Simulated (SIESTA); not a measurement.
DyAgB4F16:

```xyz
22
Lattice="5.4054 -0.1248 -0.0296 0.1513 6.8721 0.1623 0.5296 1.2589 9.4210" Properties=species:S:1:pos:R:3 pbc="T T T"
Dy    3.0611    0.7190    4.4394
Ag    0.6849    7.8562    9.4531
B     5.5055    1.7583    3.0167
B     3.4402    2.4965    7.5507
B     2.8009    5.8142    2.2359
B     5.8404    5.7874    6.3339
F     1.3107    2.1302    3.7836
F     5.1476    0.3764    3.2725
F     0.2230    2.1515    1.7310
F     4.4203    2.4658    3.6485
F     3.0675    3.7853    7.7326
F     4.8237    2.2806    7.6538
F     2.7566    1.5749    8.3611
F     3.0844    2.1159    6.1158
F     1.5849    5.3733    1.7772
F     2.6507    0.4118    2.1505
F     2.9742    5.4852    3.6520
F     3.8727    5.3689    1.5018
F     0.4297    4.7073    5.7646
F     1.5209    6.7547    5.7822
F     0.5588    5.9421    7.7249
F     4.6014    6.5330    5.9712
```

The cell was built by a generator and needn't be a form met in nature.

Base run:

| Quantity | Value |
| --- | --- |
| Program | SIESTA 5.4.2 |
| Functional | PBE |
| Potentials or basis | PseudoDojo 0.4 standard with PseudoDojo 3+ lanthanides (4f in the core) (PBE files) |
| Basis | DZP (energy shift 0.003 Ry; two zetas on semicore shells) |
| Grid cutoff | 800 Ry |
| Energy shift | 0.003 Ry |
| k mesh | 5 × 4 × 3 |
| Occupations | fermi-dirac, width 0.05 eV |
| Spin | collinear spin, ferromagnetic start |
| Starting moments | [5.0, 0.0, 0.0, 0.0, 0.0, 0.0, 0.0, 0.0, 0.0, 0.0, 0.0, 0.0, 0.0, 0.0, 0.0, 0.0, 0.0, 0.0, 0.0, 0.0, 0.0, 0.0] μB |
| Hubbard terms | Ag d U = 2 eV |

Its results: band gap on the k mesh 4.95 eV, indirect (least direct gap 5.01 eV); pressure 0.6 GPa; net moment 0.00 μB per cell; largest force 0.591 eV/Å.

Task: The run is repeated on the same cell with these changes: hubbard terms from Ag d U = 2 eV to none. What comes out?

Result: Band gap on the k mesh 4.31 eV, indirect (least direct gap 4.33 eV); pressure 0.6 GPa; net moment 0.00 μB per cell; largest force 0.588 eV/Å.

The U term pushes filled and empty states of the shell apart.

Caveats: the magnetic or orbital state may not be the lowest; short orbitals over semicore shells can move pressures by several GPa; spin-orbit coupling is left out, which moves the levels of the heavy elements; an odd mesh through Γ misses points on the zone boundary, where band edges often lie; the 4f electrons are frozen in the core as for a trivalent ion, so they carry no moment and show no levels; the basis of atomic orbitals isn't converged, which shifts pressures, moduli and gaps.
